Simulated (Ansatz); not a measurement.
# C2S3: the cost of one run

Computed with Ansatz 0.2.0 (DFT, levels as named, plane waves, PAW, unless a step's input says otherwise).

## Step 1: The structure to begin with

It takes space group P2_1/c (No. 14, monoclinic). The conventional cell has a = 5.805 Å, b = 6.638 Å, c = 10.779 Å, α = 90.00°, β = 109.17°, γ = 90.00°. Around C (site symmetry 1) lie 1 C at 1.35 Å and 2 S at 1.73 Å. C (site symmetry 1) has 3 S at 1.65 to 1.74 Å in its first shell of neighbours. S (site symmetry 1) is surrounded by 2 C at 1.73 to 1.74 Å. S (site symmetry 1) is surrounded by 2 C at 1.73 Å. Around S (site symmetry 1) lie 1 C at 1.65 Å.

Structure file:

```cif
data_structure
_symmetry_space_group_name_H-M 'P2_1/c'
_symmetry_Int_Tables_number 14
_cell_length_a 5.8050
_cell_length_b 6.6377
_cell_length_c 10.7795
_cell_angle_alpha 90.000
_cell_angle_beta 109.167
_cell_angle_gamma 90.000
_cell_volume 392.33
loop_
_atom_site_label
_atom_site_type_symbol
_atom_site_symmetry_multiplicity
_atom_site_Wyckoff_symbol
_atom_site_fract_x
_atom_site_fract_y
_atom_site_fract_z
_atom_site_occupancy
C1 C 4 e 0.42859 0.99520 0.03849 1
C2 C 4 e 0.28620 0.31170 0.89610 1
S1 S 4 e 0.21533 0.18527 0.02019 1
S2 S 4 e 0.52287 0.20625 0.85368 1
S3 S 4 e 0.13724 0.51273 0.82251 1
```

## Step 2: Relaxation with PBE

input.yaml reads:

```yaml
crystal:
  lattice:
    - [5.805, 0.0, 0.0]
    - [0.0, 6.6377, 0.0]
    - [-3.53914308, 0.0, 10.18192779]
  atoms:
    - { symbol: C, position: [0.42859, 0.9952, 0.03849] }
    - { symbol: C, position: [0.57141, 0.4952, 0.46151] }
    - { symbol: C, position: [0.57141, 0.0048, 0.96151] }
    - { symbol: C, position: [0.42859, 0.5048, 0.53849] }
    - { symbol: C, position: [0.2862, 0.3117, 0.8961] }
    - { symbol: C, position: [0.7138, 0.8117, 0.6039] }
    - { symbol: C, position: [0.7138, 0.6883, 0.1039] }
    - { symbol: C, position: [0.2862, 0.1883, 0.3961] }
    - { symbol: S, position: [0.21533, 0.18527, 0.02019] }
    - { symbol: S, position: [0.78467, 0.68527, 0.47981] }
    - { symbol: S, position: [0.78467, 0.81473, 0.97981] }
    - { symbol: S, position: [0.21533, 0.31473, 0.52019] }
    - { symbol: S, position: [0.52287, 0.20625, 0.85368] }
    - { symbol: S, position: [0.47713, 0.70625, 0.64632] }
    - { symbol: S, position: [0.47713, 0.79375, 0.14632] }
    - { symbol: S, position: [0.52287, 0.29375, 0.35368] }
    - { symbol: S, position: [0.13724, 0.51273, 0.82251] }
    - { symbol: S, position: [0.86276, 0.01273, 0.67749] }
    - { symbol: S, position: [0.86276, 0.48727, 0.17749] }
    - { symbol: S, position: [0.13724, 0.98727, 0.32251] }
  symmetry: { tolerance: 0.0003 }
hamiltonian:
  xc: pbe
  pseudopotentials: { kind: paw, azcp: { folder: soft_1 } }
basis:
  ecutwfc: 420
magnetization:
  spin_polarized: false
scf:
  occupations: { method: fermi_dirac, width: 0.02 }
kpoints:
  mp_grid: { grid: [4, 4, 2], shift: [0, 0, 0] }
output:
  forces: true
  stress: true
  eigenvalues: true
relax:
  max_steps: 60
  cell: {}
```

Run with:

```sh
ansatz run input.yaml --threads 6 --pin off --max-ram 14336MiB --backend cpu --events-out ev --progress --plain --runs-dir out
```

What time and memory should one allow on 6 threads of AMD EPYC 9R45 (Zen 5), shared host?

About 44 s, with a peak of 1.7 GiB.
